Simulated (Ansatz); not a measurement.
The system is RuS.

```
Ru S
1.0
     0.00000    2.76430    2.76430
     2.76430    0.00000    2.76430
     2.76430    2.76430    0.00000
Ru S
1 1
Direct
  0.00000 0.00000 0.00000
  0.25000 0.25000 0.25000
```

The cell comes from a database or a generator and needn't be the stable form of this composition.

Base run:

```yaml
Program: Ansatz 0.2.0
Functional: PBEsol
Potentials_or_basis: all-electron LAPW, scalar-relativistic
Cutoff: 273 eV (chosen from the basis error)
Basis_error_allowed: 0.001 eV/atom
k_mesh: 6 × 6 × 6
Occupations: gaussian, width 0.05 eV
Spin: collinear spin, random start
Starting_moments: "[0.57, 0.0] μB"
Hubbard_terms: Ru d U = 2 eV
```

Its results: band gap on the k mesh none (metal or under the smearing width); pressure -20.5 GPa; net moment 0.60 μB per cell; site moments Ru +0.59; S -0.02 μB.

Task: The run is repeated on the same cell with these changes: hubbard terms from Ru d U = 2 eV to Ru d U = 7 eV; moments at the start from [0.57, 0.0] to [0.84, 0.0]. What comes out?

Result: Band gap on the k mesh none (metal or under the smearing width); pressure 3.0 GPa; net moment 2.00 μB per cell; site moments Ru +2.07; S -0.28 μB.

Caveats: the k mesh is thin for a metal, which can move the energy by tens of meV per atom; U is the effective U less J, on atomic orbitals that reach past the spheres.
